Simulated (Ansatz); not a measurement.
# TiH+ (quintet): wave-function methods side by side at distance Ti1–H2 = 2.501 Å, def2-TZVPP

Aim: climb from Hartree-Fock through coupled cluster for TiH+ (quintet) at one geometry and basis, and see what each rung misses.

Method: def2-TZVPP, core rule «outside noble gas», up to 9 orbitals frozen; program: Ansatz 0.2.0, Gaussian basis.

The runs, in order: UHF; CCSD(T) on ROHF; CCSD(T) on UHF; CCSDT(Q) on ROHF; CCSDT(Q) on UHF; Full CI.

49 further runs of the same task are left out: 22 for a known fault of the program, 18 that didn't finish, 9 set aside as unsound or not needed.

## (1) What is computed

The geometry derives from a PBE0/def2-TZVP stationary point (not a proven minimum). One bond is set to the value named and the two fragments are kept rigid.

2 atoms, charge 1, spin multiplicity 5.

Atoms are counted from 1 here; the program's logs count them from 0.

No contacts short enough for the rule that draws bonds.

## (2) UHF

in.yaml

```yaml
crystal:
  periodic: [false, false, false]
  atoms:
    - {symbol: Ti, position_ang: [0.000000, 0.000000, 0.000000]}
    - {symbol: H, position_ang: [0.000000, 0.000000, 2.501000]}
basis:
  gaussian: {orbitals: def2-TZVPP}
total_charge: 1
magnetization: {spin_polarized: true, initial_magnetization: 4}
hamiltonian: {xc: hf}
output: {orbitals: {seedname: orbitals}}
```

Run with:

```
$ ansatz run in.yaml --threads 1 --pin off --events-out ev --progress --plain --max-ram 2393MiB
```

Further steps of the session: CCSD(T) on ROHF; CCSD(T) on UHF; CCSDT(Q) on ROHF; CCSDT(Q) on UHF; Full CI.

Before running them: what should the planned runs give, taken together? Wanted: FCI below the RHF energy; RMP2 from FCI; UMP2 from FCI; RCCSD from FCI; RCCSD(T) from FCI; UCCSD(T) from FCI; RCCSDT(Q) from FCI; UCCSDT(Q) from FCI; T1 diagnostic.

As calculated:

| quantity | value |
| --- | --- |
| FCI below the RHF energy | -0.5686 eV |
| RMP2 from FCI | +3.99 kcal/mol |
| UMP2 from FCI | +1.64 kcal/mol |
| RCCSD from FCI | +0.28 kcal/mol |
| RCCSD(T) from FCI | +0.07 kcal/mol |
| UCCSD(T) from FCI | -2.24 kcal/mol |
| RCCSDT(Q) from FCI | -0.01 kcal/mol |
| UCCSDT(Q) from FCI | -2.32 kcal/mol |
| levels within 1 kcal/mol (43 meV) | RCCSD, RCCSD(T), RCCSDT, RCCSDT(Q) |
| T1 diagnostic | 0.012 |
| effectively unpaired electrons | 4.00 |

**Reading.** RCCSD(T) lands +0.07 kcal/mol from the yardstick (0.5 % of the correlation energy). CCSD(T) misses by +0.07 kcal/mol on the restricted determinant and by -2.24 kcal/mol on the unrestricted one; the two need not hold the same state or core. UCCSD, UCCSD(T), UCCSDT, UCCSDT(Q) fall below full CI: unrestricted runs freeze a spin-polarised core, another one than full CI's, and coupled cluster isn't variational. One determinant dominates. Coupled cluster took another determinant than the lowest Hartree-Fock one. These misses are within one basis, not against nature; the frozen cores of restricted and unrestricted runs differ, which can shift their rows.
